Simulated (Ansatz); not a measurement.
# F3HHf: the cost of one run

Program: Ansatz 0.2.0, Gaussian basis. Level of theory: PBE0-D4/def2-TZVP structures, single points in def2-TZVPP, no counterpoise correction. These are calculated values, not measurements.

Levels: SPW92, PBE-D4, BLYP-D4, r2SCAN-D4, B97M-V, PBE0-D4, B3LYP-D4, r2SCAN0-D4, BHLYP-D4, CAM-B3LYP-D4, wB97X-V, wB97M-V, B2PLYP, PBE-QIDH, RPA on PBE, Hartree-Fock, MP2, CCSD, CCSD(T).

Cores are frozen in the correlated methods. Core potentials replace the inner electrons past krypton, and spin-orbit coupling is left out. B3LYP uses VWN-RPA correlation. B2PLYP carries no dispersion term here.

88 further runs of the same task are left out: 88 set aside as unsound or not needed. Runs told in other sessions of the task aren't counted.

### Step 1. Starting geometry

The complex: 8 atoms, charge 0, spin multiplicity 1.

Atoms are counted from 1 here; the program's logs count them from 0.

Bond lengths: Hf1–O2 2.356 Å, Hf1–F3 1.905 Å, Hf1–F4 1.900 Å, Hf1–F5 1.928 Å, Hf1–H7 1.863 Å, O2–H6 0.962 Å, O2–H8 0.964 Å. Angles: O2–Hf1–F3 85.3°, O2–Hf1–F4 170.2°, O2–Hf1–F5 74.8°, O2–Hf1–H7 76.4°, F3–Hf1–F4 104.1°, F3–Hf1–F5 120.5°, F3–Hf1–H7 111.7°, F4–Hf1–F5 102.1°, F4–Hf1–H7 97.2°, F5–Hf1–H7 116.7°, Hf1–O2–H6 117.5°, Hf1–O2–H8 111.7°, H6–O2–H8 108.2°.

As a file:

```xyz
8
F3H3HfO
Hf   -0.59647    0.65780    0.11805
O     0.91329   -1.03591   -0.51810
F    -1.40199    0.36172   -1.58222
F    -1.70181    1.97176    0.93217
F     1.14954    1.46464    0.24555
H     0.77658   -1.91388   -0.14965
H    -0.96601   -0.72759    1.30704
H     1.82698   -0.77853   -0.35285
```

Its parts: HfHF₃ holds atoms 1, 3, 4, 5, 7; H₂O holds atoms 2, 6, 8. Each part counts its atoms afresh in its own runs.

### Step 2. Relaxing HfHF₃ alone

Input file relax-a/in.yaml:

```yaml
crystal:
  periodic: [false, false, false]
  atoms:
    - {symbol: Hf, position_ang: [-0.596475, 0.657795, 0.118055]}
    - {symbol: F, position_ang: [-1.401994, 0.361717, -1.582223]}
    - {symbol: F, position_ang: [-1.701809, 1.971758, 0.932174]}
    - {symbol: F, position_ang: [1.149544, 1.464644, 0.245555]}
    - {symbol: H, position_ang: [-0.966009, -0.727595, 1.307040]}
basis:
  gaussian: {orbitals: def2-TZVP}
hamiltonian: {xc: pbe0, dispersion: d4}
relax: {f_tol: 0.005, max_steps: 200}
```

Launch:

```sh
ansatz run in.yaml --threads 8 --pin off --events-out ev --progress --plain --max-ram 19148MiB
```

**Question.** How long does this run take on 8 threads of Intel Xeon 6975P-C, shared host?

About 2.7 s.
